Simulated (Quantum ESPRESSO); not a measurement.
MgB:

```xyz
2
Lattice="2.8952 0.0000 0.0000 0.0000 2.8952 0.0000 0.0000 0.0000 2.8952" Properties=species:S:1:pos:R:3 pbc="T T T"
Mg    0.0000    0.0000    0.0000
B     1.4476    1.4476    1.4476
```

The cell was built by a generator and needn't be a form met in nature.

* Program: Quantum ESPRESSO 7.5
* Task: phonon dispersion
* Functional: LDA
* Potentials or basis: PseudoDojo 0.4.1 SR LDA standard
* Cutoff: 1143 eV
* Density cutoff: 4572 eV
* k mesh: 8 × 8 × 8
* Occupations: cold, width 0.2 eV
* Spin: no spin polarisation
* Form of the LDA correlation: PW92
* Mixing beta: 0.5
* Most SCF iterations: 120
* SCF threshold: 4e-10 Ry
* q mesh: 2 × 2 × 2

The cell and the atoms were relaxed first, to 11.46 Å³/atom (a = 2.841 Å, b = 2.841 Å, c = 2.841 Å, α = 90.00°, β = 90.00°, γ = 90.00°), and the response was taken there.

Q: Is this structure dynamically stable at this level, and how far does the spectrum reach?

A: No: the interpolated spectrum has imaginary modes, down to 276i cm⁻¹ near R. The highest frequency is 419 cm⁻¹.

Phonon frequencies at the corners of the path (cm⁻¹, interpolated; i marks imaginary ones):
```
point                 frequencies
    Γ           0 0 0 413 413 413
    X    202i 218 218 368 386 386
    M   198i 198i 213 404 415 415
    R  276i 276i 276i 336 336 336
```

Phonon states per cell in windows of 50 cm⁻¹ (negative: imaginary):
```csv
from (cm⁻¹),total,Mg,B
-300,0.03,0.00,0.02
-250,0.42,0.06,0.36
-200,0.39,0.08,0.31
-150,0.22,0.05,0.17
-100,0.14,0.04,0.10
-50,0.10,0.03,0.07
0,0.11,0.05,0.07
50,0.09,0.04,0.06
100,0.16,0.08,0.08
150,0.37,0.22,0.14
200,0.77,0.56,0.21
250,0.29,0.19,0.10
300,0.86,0.59,0.28
350,1.31,0.61,0.70
400,0.73,0.38,0.34
```

A q mesh this small can miss soft modes between its points.

Caveat: the mesh is thin for the phonons of a metal; some modes are imaginary; the q mesh is small, so phonon branches between its points and thermal values are rough.
